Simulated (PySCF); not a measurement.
# OAlS2H3 in PySCF: further runs

The runs below take OAlS2H3 through atomic charges, with PBE, M06-2X, PBE0, HCTH407.

Program: PySCF 2.14.0. These are calculated values, not measurements. Logs are shortened: lines on timing, memory, paths and dates and some standing lists are left out, and cuts for length are marked.

### Step 1. Starting point

The cell holds a molecule in a box, 7 atoms: a = 14.000 Å, b = 10.000 Å, c = 13.000 Å, α = 90.00°, β = 90.00°, γ = 90.00°.

### Step 2. Atomic charges, PBE

run.py reads:

```python
import json
import numpy as np
from pyscf.pbc import gto, scf, dft, df
from pyscf.pbc.tools import pyscf_ase
from ase.io import read

atoms = read('AlH3S2O.cif')
cell = pyscf_ase.cell_from_ase(atoms)
cell.basis = 'cc-pvdz'
cell.exp_to_discard = 0
cell.precision = 1e-08
cell.max_memory = 2520  # MB
cell.verbose = 4
cell.build()

res = {}
kpts = cell.make_kpts([1, 1, 1])
mf = dft.KRKS(cell, kpts, xc='pbe')
mf = mf.density_fit()
mf.with_df._cderi_to_save = 'cderi.h5'
mf.with_df.build(j_only=False)
mf.conv_tol = 1e-07
mf.max_cycle = 60

mf.kernel()
res.update(converged=bool(mf.converged), e_tot=mf.e_tot, nelec=cell.nelectron, nao=cell.nao, mesh=list(map(int, cell.mesh)), a=cell.lattice_vectors().tolist(), coords=cell.atom_coords().tolist(),
           mo_energy=[np.real(x).tolist() for x in mf.mo_energy], mo_occ=[np.real(x).tolist() for x in mf.mo_occ])
res.update(kpts=cell.get_scaled_kpts(kpts).tolist())
res['parts'] = {k: float(np.real(v)) for k, v in mf.scf_summary.items() if np.isscalar(v)}
json.dump(res, open('results.json', 'w'))
if not mf.converged:
    raise SystemExit('SCF not converged')

print('levels (eV)')
for i, kp in enumerate(res['kpts'][:40]):
    print('k %7.4f %7.4f %7.4f  ' % tuple(kp), ' '.join('%.3f' % (x * 27.211386) for x in res['mo_energy'][i][:33]))

# Mulliken populations
dm, s = np.asarray(mf.make_rdm1()), np.asarray(mf.get_ovlp())
sites = cell.aoslice_by_atom()[:, 2:]
tot = np.einsum('kij,kji->i', dm, s).real / len(kpts)
res['mulliken'] = [cell.atom_charge(i) - tot[a0:a1].sum() for i, (a0, a1) in enumerate(sites)]
print('Mulliken charges', np.round(res['mulliken'], 5))
res['meta_lowdin'] = mf.mulliken_meta()[1].tolist()

# density on a uniform mesh
grids = dft.gen_grid.UniformGrids(cell)
grids.mesh = [71, 51, 67]
grids.build()
ni = dft.numint.KNumInt()
rho = [ni.get_rho(cell, x, grids, kpts) for x in [dm]]
np.save('rho.npy', np.reshape(rho, (-1, *grids.mesh)))
res['done'] = True
json.dump(res, open('results.json', 'w'))
```

AlH3S2O.cif reads:

```cif
data_AlH3S2O
_cell_length_a 14.00000000
_cell_length_b 10.00000000
_cell_length_c 13.00000000
_cell_angle_alpha 90.00000000
_cell_angle_beta 90.00000000
_cell_angle_gamma 90.00000000
_space_group_name_H-M_alt 'P1'
_space_group_name_Hall 'P 1'
_space_group_IT_number 1
loop_
_space_group_symop_operation_xyz
'x,y,z'
loop_
_atom_site_label
_atom_site_type_symbol
_atom_site_symmetry_multiplicity
_atom_site_Wyckoff_symbol
_atom_site_fract_x
_atom_site_fract_y
_atom_site_fract_z
_atom_site_occupancy
O1 O 1 a 0.3805571400 0.5216700000 0.5399000000 1
Al1 Al 1 a 0.4981428600 0.5062700000 0.5149538500 1
S1 S 1 a 0.5913214300 0.5050300000 0.6486307700 1
S2 S 1 a 0.5482857100 0.4891400000 0.3566000000 1
H1 H 1 a 0.3310571400 0.5238200000 0.4893923100 1
H2 H 1 a 0.6708000000 0.4917300000 0.5916000000 1
H3 H 1 a 0.6406714300 0.4803800000 0.3836769200 1
```

Potentials or basis: cc-pvdz (all-electron).

Command:

```
> OMP_NUM_THREADS=2 python -u run.py > log
```

The program printed:

```text
Discarded 0 diffused primitive functions, 0 contracted functions

PySCF version 2.14.0

[INPUT] verbose = 4
[INPUT] num. atoms = 7
[INPUT] num. electrons = 56
[INPUT] charge = 0
[INPUT] spin (= nelec alpha-beta = 2S) = 0
[INPUT] symmetry False subgroup None
[INPUT] Mole.unit = angstrom
[INPUT] Symbol           X                Y                Z      unit          X                Y                Z       unit  Magmom
[INPUT]  1 O      5.327799960000   5.216700000000   7.018700000000 AA   10.068082770869   9.858134274019  13.263420750485 Bohr   0.0
[INPUT]  2 Al     6.974000040000   5.062700000000   6.694400050000 AA   13.178950068306   9.567116450836  12.650582662775 Bohr   0.0
[INPUT]  3 S      8.278500020000   5.050300000000   8.432200010000 AA   15.644097760006   9.543683846891  15.934548646455 Bohr   0.0
[INPUT]  4 S      7.675999940000   4.891400000000   4.635800000000 AA   14.505537618778   9.243406365698   8.760392368259 Bohr   0.0
[INPUT]  5 H      4.634799960000   5.238200000000   6.362100030000 AA    8.758502566545   9.898763385697  12.022626633787 Bohr   0.0
[INPUT]  6 H      9.391200000000   4.917300000000   7.690800000000 AA   17.746795981015   9.292350272324  14.533505678805 Bohr   0.0
[INPUT]  7 H      8.969400020000   4.803800000000   4.987799960000 AA   16.949709539468   9.077866357186   9.425575888517 Bohr   0.0

nuclear repulsion = 63.8841032032627
number of shells = 29
number of NR pGTOs = 170
number of NR cGTOs = 83
basis = cc-pvdz
ecp = {}
lattice vectors  a1 [26.456165744, 0.000000000, 0.000000000]
                 a2 [0.000000000, 18.897261246, 0.000000000]
                 a3 [0.000000000, 0.000000000, 24.566439619]
dimension = 3
low_dim_ft_type = None
Cell volume = 12282
exp_to_discard = 0
rcut = 30.633849935932602 (nimgs = [2 2 2])
precision = 1e-08
pseudo = None
ke_cutoff = 5582325.433839124
    = [28141 20101 26131] mesh (14781320019571 PWs)

******** <class 'pyscf.pbc.df.df.GDF'> ********
auxbasis = None
exp_to_discard = 0
len(kpts) = 1
Drop 0 primitive fitting functions
make aux basis, num shells = 159, num cGTOs = 475
auxcell.rcut 19.484946550102375

******** <class 'pyscf.pbc.df.rsdf_builder._RSGDFBuilder'> ********
mesh = [35 25 33] (28875 PWs)
ke_cutoff = 7.959659670491334
omega = 0.3513501363762962
exclude_d_aux = True
exclude_dd_block = True
j2c_eig_always = False
has_long_range = True

******** <class 'pyscf.pbc.dft.krks.KRKS'> ********
method = KRKS
initial guess = minao
damping factor = 0
level_shift factor = 0
DIIS = <class 'pyscf.scf.diis.CDIIS'>
diis_start_cycle = 1
diis_space = 8
diis_damp = 0
SCF conv_tol = 1e-07
SCF conv_tol_grad = None
SCF max_cycles = 60
direct_scf = True
direct_scf_tol = 1e-13

******** PBC SCF flags ********
N kpts = 1
Exchange divergence treatment (exxdiv) = ewald
    madelung (= occupied orbital energy shift) = 0.11901206098858734
    Total energy shift due to Ewald probe charge = -1/2 * Nelec*madelung = -3.33233770768
DF object = <pyscf.pbc.df.df.GDF object>
XC functionals = pbe
small_rho_cutoff = 0
radial grids:
    Treutler-Ahlrichs [JCP 102, 346 (1995); DOI:10.1063/1.469408] (M4) radial grids

becke partition: Becke, JCP 88, 2547 (1988); DOI:10.1063/1.454033
pruning grids: <function nwchem_prune>
grids dens level: 3
symmetrized grids: False
atomic radii adjust function: <function treutler_atomic_radii_adjust>
Set gradient conv threshold to 0.000316228

******** <class 'pyscf.pbc.df.rsdf_builder._RSNucBuilder'> ********
mesh = [51 37 47] (88689 PWs)
ke_cutoff = 17.302185920816544
omega = 0.5229654415994075
exclude_d_aux = False
exclude_dd_block = True
j2c_eig_always = False
has_long_range = True
tot grids = 100414
cell vol = 12281.9688  sum(weights) = 12337.7657
nelec by numeric integration = 56.000003473725
init E= -1115.85558709843
  HOMO = -0.268402085273  LUMO = -0.0566955268963  gap/eV = 5.76083
nelec by numeric integration = 56.00000153779219
cycle= 1 E= -1115.24164202025  delta_E= 0.614  |g|= 0.92  |ddm|= 2.28
  HOMO = -0.0808079635068  LUMO = -0.0047328966693  gap/eV = 2.07011
nelec by numeric integration = 56.00000887045988
cycle= 2 E= -1113.84884589875  delta_E= 1.39  |g|= 2.55  |ddm|= 2.57
  HOMO = -0.174682045181  LUMO = -0.0228864475382  gap/eV = 4.13057
nelec by numeric integration = 56.0000014211154
cycle= 3 E= -1115.39207180607  delta_E= -1.54  |g|= 0.286  |ddm|= 2.22
  HOMO = -0.226749640372  LUMO = -0.0262882388008  gap/eV = 5.45483
nelec by numeric integration = 56.000002288936614
cycle= 4 E= -1115.41199235338  delta_E= -0.0199  |g|= 0.168  |ddm|= 0.478
  HOMO = -0.216781102772  LUMO = -0.027964898627  gap/eV = 5.13795
nelec by numeric integration = 56.00000176901542
cycle= 5 E= -1115.42039569364  delta_E= -0.0084  |g|= 0.0428  |ddm|= 0.189
  HOMO = -0.213945741027  LUMO = -0.0244389357755  gap/eV = 5.15674
nelec by numeric integration = 56.00000189616962
cycle= 6 E= -1115.42100020319  delta_E= -0.000605  |g|= 0.0103  |ddm|= 0.0492
  HOMO = -0.213914203562  LUMO = -0.0250888090134  gap/eV = 5.13820
nelec by numeric integration = 56.00000185536021
cycle= 7 E= -1115.42103127604  delta_E= -3.11e-05  |g|= 0.00244  |ddm|= 0.0117
  HOMO = -0.213887044377  LUMO = -0.025038470907  gap/eV = 5.13883
nelec by numeric integration = 56.00000185682096
cycle= 8 E= -1115.42103295065  delta_E= -1.67e-06  |g|= 0.000744  |ddm|= 0.0028
  HOMO = -0.21387715959  LUMO = -0.0250438423395  gap/eV = 5.13842
nelec by numeric integration = 56.00000185674111
cycle= 9 E= -1115.42103312064  delta_E= -1.7e-07  |g|= 0.000167  |ddm|= 0.000747
  HOMO = -0.213886912367  LUMO = -0.0250450252656  gap/eV = 5.13865
nelec by numeric integration = 56.000001856455235
cycle= 10 E= -1115.42103312644  delta_E= -5.8e-09  |g|= 5.35e-05  |ddm|= 0.000179
  HOMO = -0.213880916726  LUMO = -0.0250460285094  gap/eV = 5.13846
nelec by numeric integration = 56.00000185681656
Extra cycle  E= -1115.42103312477  delta_E= 1.67e-09  |g|= 8.64e-05  |ddm|= 0.000156
converged SCF energy = -1115.42103312477
levels (eV)
k  0.0000  0.0000  0.0000   -2395.854 -2395.821 -1507.885 -509.969 -208.434 -208.402 -154.626 -154.593 -154.504 -154.475 -154.387 -154.353 -107.517 -69.562 -69.485 -69.460 -23.923 -17.726 -17.396 -12.135 -9.984 -9.619 -8.535 -7.448 -7.270 -6.826 -6.157 -5.820 -0.682 -0.277 -0.246 0.749 0.969
Mulliken charges [-0.35306  0.39812 -0.19066 -0.2091   0.15525  0.09724  0.10221]
 ** Mulliken pop on meta-lowdin orthogonal AOs **
 ** Mulliken pop  **
pop of  0 O 1s            1.99994
pop of  0 O 2s            1.61648
pop of  0 O 3s            0.00171
pop of  0 O 2px           1.53503
pop of  0 O 2py           1.81946
pop of  0 O 2pz           1.68944
pop of  0 O 3px           0.00411
pop of  0 O 3py           0.00199
pop of  0 O 3pz           0.00275
pop of  0 O 3dxy          0.00012
pop of  0 O 3dyz          0.00070
pop of  0 O 3dz^2         0.00127
pop of  0 O 3dxz          0.00240
pop of  0 O 3dx2-y2       0.00094
pop of  1 Al 1s           1.99999
pop of  1 Al 2s           1.99958
pop of  1 Al 3s           0.76721
pop of  1 Al 4s           0.00726
pop of  1 Al 2px          1.99982
pop of  1 Al 2py          1.99980
pop of  1 Al 2pz          1.99977
pop of  1 Al 3px          0.40316
pop of  1 Al 3py          0.46708
pop of  1 Al 3pz          0.53850
pop of  1 Al 4px          0.00955
pop of  1 Al 4py          0.00117
pop of  1 Al 4pz          0.02047
pop of  1 Al 3dxy         0.01717
pop of  1 Al 3dyz         0.01063
pop of  1 Al 3dz^2        0.00647
[... 29 lines left out ...]
pop of  3 S 3pz           1.58815
pop of  3 S 4px           0.00899
pop of  3 S 4py           0.00101
pop of  3 S 4pz           0.00081
pop of  3 S 3dxy          0.00037
pop of  3 S 3dyz          0.00317
pop of  3 S 3dz^2         0.00711
pop of  3 S 3dxz          0.00448
pop of  3 S 3dx2-y2       0.00384
pop of  4 H 1s            0.65192
pop of  4 H 2s            0.01025
pop of  4 H 2px           0.00145
pop of  4 H 2py           0.00161
pop of  4 H 2pz           0.00168
pop of  5 H 1s            0.87823
pop of  5 H 2s            0.00861
pop of  5 H 2px           0.00307
pop of  5 H 2py           0.00125
pop of  5 H 2pz           0.00150
pop of  6 H 1s            0.87437
pop of  6 H 2s            0.00890
pop of  6 H 2px           0.00369
pop of  6 H 2py           0.00120
pop of  6 H 2pz           0.00092
 ** Mulliken atomic charges  **
charge of    0O =     -0.67636
charge of    1Al =      0.73621
charge of    2S =     -0.29547
charge of    3S =     -0.31573
charge of    4H =      0.33309
charge of    5H =      0.10734
charge of    6H =      0.11093
```

It took 32 s on 2 threads of Intel Xeon at 2.70GHz, shared host; peak memory 1.9 GiB.

Results:

| Quantity | Value |
| --- | --- |
| Free energy | -30352.1526 eV |
| Gap between the frontier levels | 5.14 eV |
| Meta-löwdin charges | O -0.68; Al +0.74; S -0.30, -0.32; H +0.33, +0.11 e |

Caveat: this is a molecule in a periodic box at the Γ point, so its band gap is the HOMO-LUMO gap; population charges move with the basis; the basis of atomic orbitals isn't converged, which shifts pressures, moduli and gaps.

[end of part 1 of 2]
